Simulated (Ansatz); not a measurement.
The system is SnSe2.

```
Sn Se
1.0
     3.81100    0.00000    0.00000
    -1.90550    3.30042    0.00000
     0.00000    0.00000    6.13600
Sn Se
1 2
Cartesian
  0.0000 0.0000 0.0000
  1.9055 1.1001 4.6081
  0.0000 2.2003 1.5279
```

- Program: Ansatz 0.2.0
- Task: relaxation of cell and atoms
- Functional: r2SCAN
- Dispersion: D4
- Potentials or basis: Ansatz PAW
- Cutoff: 500 eV (not typed: the program's choice for these potentials)
- k mesh: 8 × 8 × 5
- Occupations: fermi-dirac, width 0.05 eV
- Spin: no spin polarisation

At the start: volume 25.73 Å³/atom.

Question: Where does the relaxation end?

Answer: It ends after 5 steps and the volume is 26.57 Å³/atom (+3.3 %); space group P-3m1 (No. 164, to 0.05 Å).

The path:
```tsv
step	energy change (eV)	largest force (eV/Å)	volume (Å³)
1	0.0000	0.5225	77.18
2	-0.0301	0.0510	79.66
3	-0.0309	0.0050	79.60
4	-0.0310	0.0035	79.72
5	-0.0311	0.0034	79.72
```

Final structure:
```cif
data_structure
_symmetry_space_group_name_H-M 'P 1'
_symmetry_Int_Tables_number 1
_cell_length_a 3.8292
_cell_length_b 3.8292
_cell_length_c 6.2783
_cell_angle_alpha 90.000
_cell_angle_beta 90.000
_cell_angle_gamma 120.000
_cell_volume 79.72
loop_
_atom_site_label
_atom_site_type_symbol
_atom_site_fract_x
_atom_site_fract_y
_atom_site_fract_z
_atom_site_occupancy
Sn1 Sn 0.00000 0.00000 0.00000 1
Se1 Se 0.66667 0.33333 0.74944 1
Se2 Se 0.33333 0.66667 0.25056 1
```

Caveat: the plane-wave basis is chosen anew once the cell has moved, so the energies of steps on either side of that aren't comparable; the PAW data sets come from PBE, with cores solved anew for the run's functional, which leaves a small shift of forces and pressure.
